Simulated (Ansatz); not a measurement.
# CH₂FNSi (SMILES N=C=[SiH]F): functionals against CCSD(T) at one geometry

Aim: energy, forces and dipole at a frame of a short trajectory, from CCSD(T) and from density functionals.

Computed with Ansatz 0.2.0, Gaussian basis. Level: single points in def2-TZVPP.

Cores are frozen in the correlated methods.

### 1 The starting structure

SMILES `N=C=[SiH]F`, 6 atoms, charge 0, spin multiplicity 1.

Atoms are counted from 1 here; the program's logs count them from 0.

Bond lengths: N1–C2 1.210 Å, N1–H5 1.038 Å, C2–Si3 1.912 Å, Si3–F4 1.671 Å, Si3–H6 1.595 Å. Angles: C2–N1–H5 130.1°, N1–C2–Si3 147.4°, C2–Si3–F4 108.1°, C2–Si3–H6 88.5°, F4–Si3–H6 105.6°.

Geometry (Å):

```xyz
6
charge 0, multiplicity 1
N     1.67700   -0.13219   -0.76516
C     0.68160   -0.07426   -0.08011
Si   -1.16166    0.41897    0.04401
F    -2.06631   -0.98009    0.16680
H     2.64660   -0.40378   -0.51373
H    -0.89080    0.88881    1.54446
```

### 2 PBE-D4/def2-TZVPP

Contents of run/in.yaml:

```yaml
crystal:
  periodic: [false, false, false]
  atoms:
    - {symbol: N, position_ang: [1.677001, -0.132189, -0.765158]}
    - {symbol: C, position_ang: [0.681604, -0.074259, -0.080107]}
    - {symbol: Si, position_ang: [-1.161657, 0.418971, 0.044006]}
    - {symbol: F, position_ang: [-2.066313, -0.980094, 0.166800]}
    - {symbol: H, position_ang: [2.646598, -0.403784, -0.513728]}
    - {symbol: H, position_ang: [-0.890802, 0.888806, 1.544463]}
basis:
  gaussian: {orbitals: def2-TZVPP}
hamiltonian: {xc: pbe, dispersion: d4}
output: {forces: true}
```

Launch:

```console
$ ansatz run in.yaml --threads 2 --pin off --events-out ev --progress --plain --max-ram 3481MiB
```

### 3 r2SCAN-D4/def2-TZVPP

run/in.yaml: that of step 2 with these lines changed.

```diff
@@ -11,3 +11,3 @@
   gaussian: {orbitals: def2-TZVPP}
-hamiltonian: {xc: pbe, dispersion: d4}
+hamiltonian: {xc: r2scan, dispersion: d4}
 output: {forces: true}
```

### 4 PBE0-D4/def2-TZVPP

run/in.yaml: that of step 3 with these lines changed.

```diff
@@ -11,3 +11,3 @@
   gaussian: {orbitals: def2-TZVPP}
-hamiltonian: {xc: r2scan, dispersion: d4}
-output: {forces: true}
+hamiltonian: {xc: pbe0, dispersion: d4}
+output: {forces: true, orbitals: {seedname: orbitals}}
```

### 5 wB97M-V/def2-TZVPP

run/in.yaml: that of step 4 with these lines changed.

```diff
@@ -11,3 +11,3 @@
   gaussian: {orbitals: def2-TZVPP}
-hamiltonian: {xc: pbe0, dispersion: d4}
-output: {forces: true, orbitals: {seedname: orbitals}}
+hamiltonian: {xc: {name: wB97M-V}}
+output: {forces: true}
```

### 6 CCSD(T)/def2-TZVPP

run/in.yaml: that of step 5 with these lines changed.

```diff
@@ -11,3 +11,3 @@
   gaussian: {orbitals: def2-TZVPP}
-hamiltonian: {xc: {name: wB97M-V}}
+correlation: {method: ccsd_t}
 output: {forces: true}
```

(Steps that only read results are left out.)

Before running it: what results should come out? Wanted: energy less free atoms, CCSD(T)/def2-TZVPP; RMS force component; RMS force error; HOMO and LUMO, PBE0-D4; T1 diagnostic.

The runs gave:

| quantity | value |
| --- | --- |
| energy less free atoms, CCSD(T)/def2-TZVPP | -512.2 kcal/mol |
| RMS force component | 0.479 to 0.871 eV/Å over the methods |
| RMS force error | PBE-D4 0.270, r2SCAN-D4 0.208, PBE0-D4 0.372, wB97M-V 0.504 eV/Å |
| HOMO and LUMO, PBE0-D4 | -6.40 and -2.39 eV |
| T1 diagnostic | 0.022 |

**Reading.** Against CCSD(T) the functionals' energies less atoms differ by -47.5 to -19.7 kcal/mol, PBE-D4 by -47.5 kcal/mol. CCSD(T) in triple zeta still lacks some correlation energy of the bonds, so part of these gaps is its own basis error and they don't rank the functionals. The forces of r2SCAN-D4 come nearest to CCSD(T), those of wB97M-V are farthest. Frozen-core CCSD(T) forces in triple zeta carry basis errors of their own, and this is one geometry, so small gaps rank nothing. The restricted Hartree–Fock reference is unstable towards an unrestricted one at one or more of these structures.
